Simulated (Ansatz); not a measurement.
Geometry optimisation, DFT PBEsol, scalar-relativistic, plane waves, PAW in Ansatz.

The input (input.yaml):

```yaml
accuracy: low
crystal:
  lattice:
    - [7.67918, 0.0, 0.0]
    - [3.83959, 6.650365, 0.0]
    - [0.0, 0.0, 19.868765]
  atoms:
    - { symbol: H, position: [0.1666667, 0.1666667, 0.0503303] }
    - { symbol: H, position: [0.6666667, 0.1666667, 0.0503303] }
    - { symbol: H, position: [0.1666667, 0.6666667, 0.0503303] }
    - { symbol: H, position: [0.6666667, 0.6666667, 0.0503303] }
    - { symbol: Si, position: [0.1666667, 0.1666667, 0.1258256] }
    - { symbol: Si, position: [0.6666667, 0.1666667, 0.1258256] }
    - { symbol: Si, position: [0.1666667, 0.6666667, 0.1258256] }
    - { symbol: Si, position: [0.6666667, 0.6666667, 0.1258256] }
    - { symbol: Si, position: [-0.1666667, 0.3333333, 0.1652721] }
    - { symbol: Si, position: [0.3333333, 0.3333333, 0.1652721] }
    - { symbol: Si, position: [-0.1666667, 0.8333333, 0.1652721] }
    - { symbol: Si, position: [0.3333333, 0.8333333, 0.1652721] }
    - { symbol: Si, position: [-0.1666667, 0.3333333, 0.2836116] }
    - { symbol: Si, position: [0.3333333, 0.3333333, 0.2836116] }
    - { symbol: Si, position: [-0.1666667, 0.8333333, 0.2836116] }
    - { symbol: Si, position: [0.3333333, 0.8333333, 0.2836116] }
    - { symbol: Si, position: [0.0, 0.0, 0.3230581] }
    - { symbol: Si, position: [0.5, 0.0, 0.3230581] }
    - { symbol: Si, position: [0.0, 0.5, 0.3230581] }
    - { symbol: Si, position: [0.5, 0.5, 0.3230581] }
    - { symbol: H, position: [0.0, 0.5, 0.3960369] }
    - { symbol: H, position: [0.5, 0.5, 0.3960369] }
    - { symbol: Cl, position: [0.5272352, 0.1464829, 0.4136525], spin: 1.0 }
magnetization:
  spin_polarized: true
basis:
  ecutwfc: 420.0
kpoints:
  mp_grid: { grid: [2, 2, 1] }
hamiltonian:
  xc: pbesol
  pseudopotentials: { kind: paw, azcp: { folder: soft_1 } }
scf:
  occupations: { method: fermi_dirac, width: 0.05 }
  lower_state_search: "off"
relax:
  f_tol: 0.08
  max_steps: 25
  adjacent_minimum: "off"
  constraints: [{ sites: [0, 1, 2, 3, 4, 5, 6, 7] }]
output:
  write_density: true
  write_potential: true
  elf: true
  volumetric_format: npy
```

Run as:

```bash
$ ansatz run input.yaml --threads 2 --pin off --max-ram 5120MiB --backend cpu --events-out ev --progress --plain --runs-dir out
```

Task: Where does it end, and by what steps?

Result: It converged. The force dipped under the threshold on the way, but the program's further checks kept it going. Limits of this set-up: coarse k mesh, thin slab, slab without dipole correction, PAW files made for another functional, low accuracy level. After 7 steps the energy has fallen by 0.849 eV; Cl23 moved furthest, 1.25 Å.

```
step  energy less start (eV)  largest force component (eV/Å)  accepted
   0                  0.0000                           1.212       yes
   1                 -0.4002                           0.874       yes
   2                 -0.5959                           0.589       yes
   3                 -0.7155                           0.339       yes
   4                 -0.7873                           0.192       yes
   5                 -0.8269                           0.099       yes
   6                 -0.8465                           0.029       yes
   7                 -0.8486                           0.029       yes
```

```xyz
23
Lattice="7.6792 0.0000 0.0000 3.8396 6.6504 0.0000 0.0000 0.0000 19.8688" Properties=species:S:1:pos:R:3
H 1.920 1.108 1.000
H 5.759 1.108 1.000
H 3.840 4.434 1.000
H 7.679 4.434 1.000
Si 1.920 1.108 2.500
Si 5.759 1.108 2.500
Si 3.840 4.434 2.500
Si 7.679 4.434 2.500
Si 0.000 2.219 3.257
Si 3.839 2.216 3.252
Si 1.917 5.541 3.251
Si 5.762 5.541 3.252
Si 0.000 2.232 5.605
Si 3.840 2.232 5.599
Si 1.918 5.529 5.599
Si 5.761 5.529 5.601
Si -0.001 0.004 6.211
Si 3.839 0.008 6.331
Si 1.921 3.321 6.382
Si 5.758 3.321 6.382
H 1.927 3.328 7.886
H 5.753 3.324 7.886
Cl 3.842 0.010 8.421
```

The run took 4.6 min on 2 threads of Arm Neoverse V1, on a shared host, peak memory 1.5 GiB.
